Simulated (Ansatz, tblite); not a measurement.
# In13P13 wurtzite off sphere (In₁₃P₁₃H₃₂): removing and adding an electron

What does removing or adding an electron cost or gain for In13P13 wurtzite off sphere (In₁₃P₁₃H₃₂)? Each charged state is run at several levels.

Method: as each input shows; program: Ansatz 0.2.0, Gaussian basis.

The runs, in order: charge +1 doublet, at the geometry of the singlet (PBE0-D4/def2-TZVP, PBE-D4/def2-TZVP, BLYP-D4/def2-TZVP); charge -1 doublet, at the geometry of the singlet (PBE0-D4/def2-TZVP, PBE-D4/def2-TZVP, BLYP-D4/def2-TZVP); the starting singlet's energies come from earlier runs.

2 further runs of the same task are left out: 1 for a known fault of the program, 1 set aside as unsound or not needed. Runs told in other sessions of the task aren't counted.

## (1) The relaxed structure

The singlet was relaxed beforehand with PBE-D4/def2-SVP.

58 atoms, charge 0, spin multiplicity 1.

Atoms are counted from 1 here; the program's logs count them from 0.

Bond lengths: In1–P2 2.672 Å, In1–P6 2.640 Å, In1–H27 1.735 Å, In1–H28 1.736 Å, P2–In8 2.600 Å, P2–H29 1.430 Å, P2–H30 1.430 Å, In3–P4 2.676 Å, In3–P7 2.606 Å, In3–H31 1.745 Å, In3–H32 1.737 Å, P4–In9 2.601 Å, P4–H33 1.433 Å, P4–H34 1.432 Å, In5–P6 2.574 Å, In5–P7 2.566 Å, In5–P16 2.641 Å, In5–H35 1.742 Å and more. Angles: P2–In1–P6 92.6°, P2–In1–H27 105.7°, P2–In1–H28 105.0°, P6–In1–H27 108.4°, P6–In1–H28 108.2°, H27–In1–H28 130.3°, In1–P2–In8 119.0°, In1–P2–H29 112.0°, In1–P2–H30 111.0°, In8–P2–H29 107.4°, In8–P2–H30 106.3°, H29–P2–H30 99.2°, P4–In3–P7 96.8°, P4–In3–H31 102.8°, P4–In3–H32 105.6°, P7–In3–H31 107.8°, P7–In3–H32 110.8°, H31–In3–H32 128.1° and more.

In takes a core potential in the def2 sets. No spin-orbit coupling is included.

## (2) Charge +1 doublet at the fixed geometry, PBE0-D4/def2-TZVP

Contents of in.yaml:

```yaml
crystal:
  periodic: [false, false, false]
  atoms:
    - {symbol: In, position_ang: [-4.030979, -2.345099, -3.394990]}
    - {symbol: P, position_ang: [-3.672524, -2.109083, -0.757724]}
    - {symbol: In, position_ang: [0.051692, -4.752447, -0.045226]}
    - {symbol: P, position_ang: [0.503921, -4.484822, 2.578367]}
    - {symbol: In, position_ang: [0.284424, -2.384516, -3.239733]}
    - {symbol: P, position_ang: [-1.799498, -1.043854, -3.937768]}
    - {symbol: P, position_ang: [0.438887, -2.255058, -0.682034]}
    - {symbol: In, position_ang: [-1.544678, -0.901198, 0.121465]}
    - {symbol: In, position_ang: [0.359581, -2.207367, 3.827283]}
    - {symbol: P, position_ang: [-1.597181, -0.923839, 2.720516]}
    - {symbol: In, position_ang: [-1.923651, 1.430852, -3.240383]}
    - {symbol: P, position_ang: [-1.737114, 1.494198, -0.682985]}
    - {symbol: In, position_ang: [-4.093903, 2.407442, -0.045572]}
    - {symbol: In, position_ang: [-1.736421, 1.413475, 3.825093]}
    - {symbol: P, position_ang: [-3.632615, 2.681889, 2.574073]}
    - {symbol: P, position_ang: [2.327423, -0.876270, -3.963450]}
    - {symbol: In, position_ang: [2.585868, -1.059959, 0.107221]}
    - {symbol: P, position_ang: [2.313687, -0.935557, 2.723463]}
    - {symbol: In, position_ang: [2.716566, 1.568806, -3.092372]}
    - {symbol: P, position_ang: [0.403472, 2.449193, -3.963863]}
    - {symbol: P, position_ang: [2.462677, 1.422423, -0.568766]}
    - {symbol: In, position_ang: [0.368741, 2.763198, 0.103969]}
    - {symbol: In, position_ang: [2.390617, 1.383713, 3.856277]}
    - {symbol: P, position_ang: [0.341727, 2.470923, 2.720976]}
    - {symbol: In, position_ang: [4.658210, 2.695888, 0.048964]}
    - {symbol: P, position_ang: [4.413540, 2.546284, 2.713771]}
    - {symbol: H, position_ang: [-3.787099, -4.025716, -3.752493]}
    - {symbol: H, position_ang: [-5.370125, -1.303108, -3.760799]}
    - {symbol: H, position_ang: [-3.753873, -3.371988, -0.091892]}
    - {symbol: H, position_ang: [-4.786664, -1.454865, -0.144888]}
    - {symbol: H, position_ang: [-1.664312, -5.059393, -0.111788]}
    - {symbol: H, position_ang: [1.342142, -5.748990, -0.643449]}
    - {symbol: H, position_ang: [-0.209197, -5.453238, 3.356967]}
    - {symbol: H, position_ang: [1.822896, -4.941992, 2.897382]}
    - {symbol: H, position_ang: [0.438647, -3.953544, -3.979777]}
    - {symbol: H, position_ang: [-1.754419, -1.015206, -5.371962]}
    - {symbol: H, position_ang: [0.314880, -2.309047, 5.561414]}
    - {symbol: H, position_ang: [-2.793792, -1.614277, 3.103113]}
    - {symbol: H, position_ang: [-3.207319, 2.347609, -3.978625]}
    - {symbol: H, position_ang: [-5.216910, 1.072922, -0.096103]}
    - {symbol: H, position_ang: [-4.319214, 4.015801, -0.660241]}
    - {symbol: H, position_ang: [-1.848728, 1.425344, 5.559033]}
    - {symbol: H, position_ang: [-4.825895, 2.557450, 3.357239]}
    - {symbol: H, position_ang: [-3.361221, 4.052976, 2.885313]}
    - {symbol: H, position_ang: [2.485109, -0.897563, -5.387720]}
    - {symbol: H, position_ang: [3.512358, -1.611785, -3.638808]}
    - {symbol: H, position_ang: [4.073481, -1.860851, -0.330115]}
    - {symbol: H, position_ang: [3.462574, -1.607019, 3.260197]}
    - {symbol: H, position_ang: [4.064492, 2.348832, -3.866948]}
    - {symbol: H, position_ang: [0.461773, 2.594844, -5.388372]}
    - {symbol: H, position_ang: [0.357871, 3.843523, -3.640929]}
    - {symbol: H, position_ang: [0.410592, 4.450900, -0.338166]}
    - {symbol: H, position_ang: [2.401916, 1.393210, 5.595764]}
    - {symbol: H, position_ang: [0.329743, 3.802011, 3.256675]}
    - {symbol: H, position_ang: [6.024082, 1.677748, -0.305262]}
    - {symbol: H, position_ang: [4.451522, 4.388660, -0.296803]}
    - {symbol: H, position_ang: [5.577065, 1.971088, 3.318737]}
    - {symbol: H, position_ang: [4.515146, 3.836487, 3.326725]}
basis:
  gaussian: {orbitals: def2-TZVP, fitting: {mean_field: def2-universal-jkfit}}
total_charge: 1
magnetization: {spin_polarized: true, initial_magnetization: 1}
hamiltonian: {xc: pbe0, dispersion: d4}
scf: {omitted_lower_state_checks: [starts]}
output: {orbitals: {seedname: orbitals}}
```

The run is started by

```bash
> ansatz run in.yaml --threads 11 --pin off --events-out ev --progress --plain --max-ram 174080MiB --backend cuda --devices 0, --max-vram 75GiB
```

The log of the run:

```text
Functional definition: PBE0
  name "PBE0"
  cite "Adamo & Barone, J. Chem. Phys. 110, 6158 (1999) doi:10.1063/1.478522"
  cite "Perdew, Burke & Ernzerhof, Phys. Rev. Lett. 77, 3865 (1996) doi:10.1103/PhysRevLett.77.3865"
  parent pbe
  parameter a = 0.25
  parameter kappa = 0.804
  parameter beta = 0.06672455060314922
  exchange = (1 - a)*pbe_x(kappa = kappa, mu = beta*pi^2/3) + a*exact_x
  correlation = pbe_c(beta = beta)
these checks for a lower state are left out or cut short: starts
5074 factors; integrals over basis functions are off by at most 6.2e-1 eV
mean field evaluation 1: about -188489.0317 eV, gradient 4.8e1 eV
mean field evaluation 2: about -188469.2812 eV, gradient 7.8e1 eV
mean field evaluation 4: about -188500.9984 eV, gradient 1.2e1 eV
mean field evaluation 8: about -188502.1264 eV, gradient 1.0e0 eV
mean field evaluation 16: about -188502.1609 eV, gradient 1.3e-1 eV
mean field evaluation 32: about -188502.1855 eV, gradient 7.6e-4 eV
mean field -188502.18554593 eV, -6927.3275474424 hartree, gradient 7.0e-6 eV, S^2 0.755924; 0 other end points of the search recorded, 0 dependent functions left out
reference -188502.18567974 eV, -6927.3275523600 hartree; 250, 249 occupied and 1073, 1074 virtual orbitals, 5074 factors
Total energy: -188506.47642076 eV, -6927.4852341839 hartree
Checks for a lower state left out: starts
```

It took 59 s on 1 × H100 with 11 threads of AMD EPYC 7R13, shared host; peak host memory 2.5 GiB.

Report: HOMO -9.23 eV, LUMO -8.31 eV (over both spins); ⟨S²⟩ 0.756 (pure: 0.75).

## (3) Charge +1 doublet at the fixed geometry, PBE-D4/def2-TZVP

start.molden holds the orbitals of an earlier run on this state, given as this run's starting guess.

in.yaml, as its differences from that of step 2:

```diff
@@ -62,6 +62,6 @@
 basis:
-  gaussian: {orbitals: def2-TZVP, fitting: {mean_field: def2-universal-jkfit}}
+  gaussian: {orbitals: def2-TZVP, fitting: {mean_field: def2-universal-jkfit}, initial_orbitals: start.molden}
 total_charge: 1
 magnetization: {spin_polarized: true, initial_magnetization: 1}
-hamiltonian: {xc: pbe0, dispersion: d4}
+hamiltonian: {xc: pbe, dispersion: d4}
 scf: {omitted_lower_state_checks: [starts]}
```

Launched as before.

The log of the run:

```text
Functional definition: PBE
  name "PBE"
  cite "Perdew, Burke & Ernzerhof, Phys. Rev. Lett. 77, 3865 (1996) doi:10.1103/PhysRevLett.77.3865"
  parent pbe
  parameter kappa = 0.804
  parameter beta = 0.06672455060314922
  exchange = pbe_x(kappa = kappa, mu = beta*pi^2/3)
  correlation = pbe_c(beta = beta)
these checks for a lower state are left out or cut short: starts
5074 factors; integrals over basis functions are off by at most 6.2e-1 eV
mean field evaluation 1: about -188489.9886 eV, gradient 2.0e1 eV
mean field evaluation 2: about -188490.9654 eV, gradient 1.3e0 eV
mean field evaluation 4: about -188491.0133 eV, gradient 1.8e-1 eV
mean field evaluation 8: about -188491.0151 eV, gradient 2.9e-5 eV
mean field evaluation 16: about -188491.0151 eV, gradient 1.7e-6 eV
mean field -188491.01510327 eV, -6926.9170412464 hartree, gradient 1.8e-6 eV, S^2 0.751269; 0 other end points of the search recorded, 0 dependent functions left out
reference -188491.01529043 eV, -6926.9170481242 hartree; 250, 249 occupied and 1073, 1074 virtual orbitals, 5074 factors
Total energy: -188495.65991542 eV, -6927.0877349445 hartree
Checks for a lower state left out: starts
```

It took 25 s on 1 × H100 with 11 threads of AMD EPYC 7R13, shared host; peak host memory 2.4 GiB.

From the report: HOMO -8.27 eV, LUMO -8.27 eV (over both spins); ⟨S²⟩ 0.751 (pure: 0.75).

## (4) Charge +1 doublet at the fixed geometry, BLYP-D4/def2-TZVP

in.yaml, as its differences from that of step 3:

```diff
@@ -65,3 +65,3 @@
 magnetization: {spin_polarized: true, initial_magnetization: 1}
-hamiltonian: {xc: pbe, dispersion: d4}
+hamiltonian: {xc: {name: BLYP}, dispersion: d4}
 scf: {omitted_lower_state_checks: [starts]}
```

The command is unchanged.

The log of the run (excerpt; [...] marks lines left out):

```text
Functional definition: BLYP
  name "BLYP"
  cite "Becke, Phys. Rev. A 38, 3098 (1988) doi:10.1103/PhysRevA.38.3098"
  cite "Lee, Yang & Parr, Phys. Rev. B 37, 785 (1988) doi:10.1103/PhysRevB.37.785"
[...]
5074 factors; integrals over basis functions are off by at most 6.2e-1 eV
[...]
mean field -188526.03978453 eV, -6928.2041745419 hartree, gradient 2.7e-6 eV, S^2 0.751237; 0 other end points of the search recorded, 0 dependent functions left out
reference -188526.04100302 eV, -6928.2042193206 hartree; 250, 249 occupied and 1073, 1074 virtual orbitals, 5074 factors
Total energy: -188534.99617129 eV, -6928.5333156845 hartree
Checks for a lower state left out: starts
```

Run time: 25 s. Hardware: 1 × H100 with 11 threads of AMD EPYC 7R13, shared host; peak host memory 2.4 GiB.

HOMO -8.13 eV, LUMO -8.12 eV (over both spins); ⟨S²⟩ 0.751 (pure: 0.75).

## (5) Vertical ionisation energy

Charged state less starting state, singlet to doublet; the starting state's energies are those of its earlier runs.

```tsv
level	vertical ionisation energy (eV)	time
PBE-D4/def2-TZVP	+7.07	35 s
BLYP-D4/def2-TZVP	+6.98	36 s
PBE0-D4/def2-TZVP	+7.52	71 s
```

Times add the two runs; a level without a time comes out of a correlated run.

Beside −ε(HOMO) of the starting state:

```tsv
level	−ε(HOMO) (eV)	by difference (eV)	mismatch (eV)
PBE-D4/def2-TZVP	5.70	7.07	-1.37
BLYP-D4/def2-TZVP	5.55	6.98	-1.44
PBE0-D4/def2-TZVP	6.60	7.52	-0.92
```

## (6) Charge -1 doublet at the fixed geometry, PBE0-D4/def2-TZVP

in.yaml, as its differences from that of step 4:

```diff
@@ -62,6 +62,6 @@
 basis:
-  gaussian: {orbitals: def2-TZVP, fitting: {mean_field: def2-universal-jkfit}, initial_orbitals: start.molden}
-total_charge: 1
+  gaussian: {orbitals: def2-TZVP, fitting: {mean_field: def2-universal-jkfit}}
+total_charge: -1
 magnetization: {spin_polarized: true, initial_magnetization: 1}
-hamiltonian: {xc: {name: BLYP}, dispersion: d4}
+hamiltonian: {xc: pbe0, dispersion: d4}
 scf: {omitted_lower_state_checks: [starts]}
```

The command is unchanged.

The log of the run (excerpt; [...] marks lines left out):

```text
Functional definition: PBE0
  name "PBE0"
  cite "Adamo & Barone, J. Chem. Phys. 110, 6158 (1999) doi:10.1063/1.478522"
  cite "Perdew, Burke & Ernzerhof, Phys. Rev. Lett. 77, 3865 (1996) doi:10.1103/PhysRevLett.77.3865"
  parent pbe
[...]
5074 factors; integrals over basis functions are off by at most 6.2e-1 eV
[...]
mean field -188510.50802790 eV, -6927.6333930137 hartree, gradient 7.8e-6 eV, S^2 0.751802; 0 other end points of the search recorded, 0 dependent functions left out
reference -188510.50818211 eV, -6927.6333986809 hartree; 251, 250 occupied and 1072, 1073 virtual orbitals, 5074 factors
Total energy: -188514.93621855 eV, -6927.7961260185 hartree
Checks for a lower state left out: starts
```

Run time: 45 s. Hardware: 1 × H100 with 11 threads of AMD EPYC 7R13, shared host; peak host memory 2.5 GiB.

HOMO -0.07 eV, LUMO 0.70 eV (over both spins); ⟨S²⟩ 0.752 (pure: 0.75).

## (7) Charge -1 doublet at the fixed geometry, PBE-D4/def2-TZVP

in.yaml, as its differences from that of step 6:

```diff
@@ -62,6 +62,6 @@
 basis:
-  gaussian: {orbitals: def2-TZVP, fitting: {mean_field: def2-universal-jkfit}}
+  gaussian: {orbitals: def2-TZVP, fitting: {mean_field: def2-universal-jkfit}, initial_orbitals: start.molden}
 total_charge: -1
 magnetization: {spin_polarized: true, initial_magnetization: 1}
-hamiltonian: {xc: pbe0, dispersion: d4}
+hamiltonian: {xc: pbe, dispersion: d4}
 scf: {omitted_lower_state_checks: [starts]}
```

The command is unchanged.

The log of the run:

```text
Functional definition: PBE
  name "PBE"
  cite "Perdew, Burke & Ernzerhof, Phys. Rev. Lett. 77, 3865 (1996) doi:10.1103/PhysRevLett.77.3865"
  parent pbe
  parameter kappa = 0.804
  parameter beta = 0.06672455060314922
  exchange = pbe_x(kappa = kappa, mu = beta*pi^2/3)
  correlation = pbe_c(beta = beta)
these checks for a lower state are left out or cut short: starts
5074 factors; integrals over basis functions are off by at most 6.2e-1 eV
mean field evaluation 1: about -188498.2031 eV, gradient 2.0e1 eV
mean field evaluation 2: about -188499.1717 eV, gradient 1.2e0 eV
mean field evaluation 4: about -188499.2093 eV, gradient 1.2e-1 eV
mean field evaluation 8: about -188499.2101 eV, gradient 2.2e-4 eV
mean field evaluation 16: about -188499.2101 eV, gradient 3.6e-6 eV
mean field -188499.21011129 eV, -6927.2182022361 hartree, gradient 3.6e-6 eV, S^2 0.750578; 0 other end points of the search recorded, 0 dependent functions left out
reference -188499.21031188 eV, -6927.2182096077 hartree; 251, 250 occupied and 1072, 1073 virtual orbitals, 5074 factors
Total energy: -188504.00487650 eV, -6927.3944066078 hartree
Checks for a lower state left out: starts
```

Run time: 22 s. Hardware: 1 × H100 with 11 threads of AMD EPYC 7R13, shared host; peak host memory 2.4 GiB.

From the report: HOMO -0.04 eV, LUMO 0.03 eV (over both spins); ⟨S²⟩ 0.751 (pure: 0.75).

## (8) Charge -1 doublet at the fixed geometry, BLYP-D4/def2-TZVP

in.yaml, as its differences from that of step 7:

```diff
@@ -65,3 +65,3 @@
 magnetization: {spin_polarized: true, initial_magnetization: 1}
-hamiltonian: {xc: pbe, dispersion: d4}
+hamiltonian: {xc: {name: BLYP}, dispersion: d4}
 scf: {omitted_lower_state_checks: [starts]}
```

The command is unchanged.

The log of the run (excerpt; [...] marks lines left out):

```text
Functional definition: BLYP
  name "BLYP"
  cite "Becke, Phys. Rev. A 38, 3098 (1988) doi:10.1103/PhysRevA.38.3098"
  cite "Lee, Yang & Parr, Phys. Rev. B 37, 785 (1988) doi:10.1103/PhysRevB.37.785"
[...]
5074 factors; integrals over basis functions are off by at most 6.2e-1 eV
[...]
mean field -188533.95672837 eV, -6928.4951168618 hartree, gradient 5.5e-6 eV, S^2 0.750381; 0 other end points of the search recorded, 0 dependent functions left out
reference -188533.95787880 eV, -6928.4951591395 hartree; 251, 250 occupied and 1072, 1073 virtual orbitals, 5074 factors
Total energy: -188543.19820739 eV, -6928.8347349516 hartree
Checks for a lower state left out: starts
```

Run time: 21 s. Hardware: 1 × H100 with 11 threads of AMD EPYC 7R13, shared host; peak host memory 2.4 GiB.

From the report: HOMO 0.10 eV, LUMO 0.14 eV (over both spins); ⟨S²⟩ 0.750 (pure: 0.75). Doubts: highest occupied level lies above zero.

## (9) Vertical electron affinity

Starting state less charged state (positive: the electron is bound), singlet to doublet; the starting state's energies are those of its earlier runs.

```tsv
level	vertical electron affinity (eV)	time
PBE-D4/def2-TZVP	+1.28	32 s
BLYP-D4/def2-TZVP	+1.22	33 s
PBE0-D4/def2-TZVP	+0.94	58 s
```

Times add the two runs; a level without a time comes out of a correlated run.

Beside −ε(LUMO) of the starting state:

```tsv
level	−ε(LUMO) (eV)	by difference (eV)	mismatch (eV)
PBE-D4/def2-TZVP	2.39	1.28	+1.11
BLYP-D4/def2-TZVP	2.28	1.22	+1.06
PBE0-D4/def2-TZVP	1.67	0.94	+0.73
```

## (10) What came out

```
                                            quantity                                value
vertical ionisation energy, functionals in def2-TZVP  6.98 (BLYP-D4) to 7.52 eV (PBE0-D4)
vertical electron affinity, functionals in def2-TZVP   0.94 (PBE0-D4) to 1.28 eV (PBE-D4)
```

The vertical ionisation energy spans 6.98 to 7.52 eV over the functionals. −ε(HOMO) misses the level's own difference by -0.92 eV at best (PBE0-D4) and -1.44 eV at worst (BLYP-D4). The vertical electron affinity spans 0.94 to 1.28 eV over the functionals. −ε(LUMO) misses the level's own difference by +0.73 eV at best (PBE0-D4) and +1.11 eV at worst (PBE-D4).

The anion's highest level is positive in at least one run, so there the basis alone may hold the extra electron.
